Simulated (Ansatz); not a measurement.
# Bi6O: the cost of one run

Program: Ansatz 0.2.0. Level of theory: DFT PBE, scalar-relativistic, plane waves, PAW, unless a step names another level. These are calculated values, not measurements.

2 further runs of the same task are left out: 1 that didn't finish, 1 set aside as unsound or not needed. Runs told in other sessions of the task aren't counted.

**1. The system as given**

It takes space group R-3 (No. 148, trigonal). Conventional cell: a = 6.244 Å, b = 6.244 Å, c = 17.206 Å, α = 90.00°, β = 90.00°, γ = 120.00°. Bi (site symmetry 1) is surrounded by 1 O at 2.67 Å. Around O (site symmetry -3) lie 6 Bi at 2.67 Å.

Structure file:

```cif
data_structure
_symmetry_space_group_name_H-M 'R-3:H'
_symmetry_Int_Tables_number 148
_cell_length_a 6.2441
_cell_length_b 6.2441
_cell_length_c 17.2057
_cell_angle_alpha 90.000
_cell_angle_beta 90.000
_cell_angle_gamma 120.000
_cell_volume 580.95
loop_
_atom_site_label
_atom_site_type_symbol
_atom_site_symmetry_multiplicity
_atom_site_Wyckoff_symbol
_atom_site_fract_x
_atom_site_fract_y
_atom_site_fract_z
_atom_site_occupancy
Bi1 Bi 18 f 0.30567 0.97696 0.24912 1
O1 O 3 a 0.00000 0.00000 0.00000 1
```

It came out lowest among 24 distinct ends of the trial cells. At a tolerance of 0.05 Å it has space group R-3 (No. 148).

**2. Relaxing to 0.001 eV/Å, on the response runs' mesh and smearing**

File input.yaml:

```yaml
crystal:
  lattice:
    - [3.1220421801, 1.8025118931, 5.7352247943]
    - [-3.1220421801, 1.8025118931, 5.7352247943]
    - [0.0, -3.6050237862, 5.7352247943]
  atoms:
    - { symbol: Bi, position: [0.727845019, 0.0795861657, 0.4452137514] }
    - { symbol: Bi, position: [0.0795861657, 0.4452137514, 0.727845019] }
    - { symbol: Bi, position: [0.4452137514, 0.727845019, 0.0795861657] }
    - { symbol: Bi, position: [0.5547862486, 0.272154981, 0.9204138343] }
    - { symbol: Bi, position: [0.9204138343, 0.5547862486, 0.272154981] }
    - { symbol: Bi, position: [0.272154981, 0.9204138343, 0.5547862486] }
    - { symbol: O, position: [0.0, 0.0, 0.0] }
basis:
  ecutwfc: 420
kpoints:
  mp_grid: { grid: [6, 6, 6] }
hamiltonian:
  xc: pbe
scf:
  occupations: { method: gaussian, width: 0.1 }
output:
  forces: true
  stress: true
  eigenvalues: true
relax:
  adjacent_minimum: "off"
  f_tol: 0.001
  max_steps: 60
  cell: { stress_tol: 0.01 }
```

The run is started by

```bash
> ansatz run input.yaml --threads 3 --pin off --max-ram 7680MiB --backend cpu --events-out ev --progress --plain --runs-dir out
```

What time and memory should one allow on 3 threads of Intel Xeon Platinum 8488C (Sapphire Rapids), shared host?

About 31 s, with a peak of 0.79 GiB.
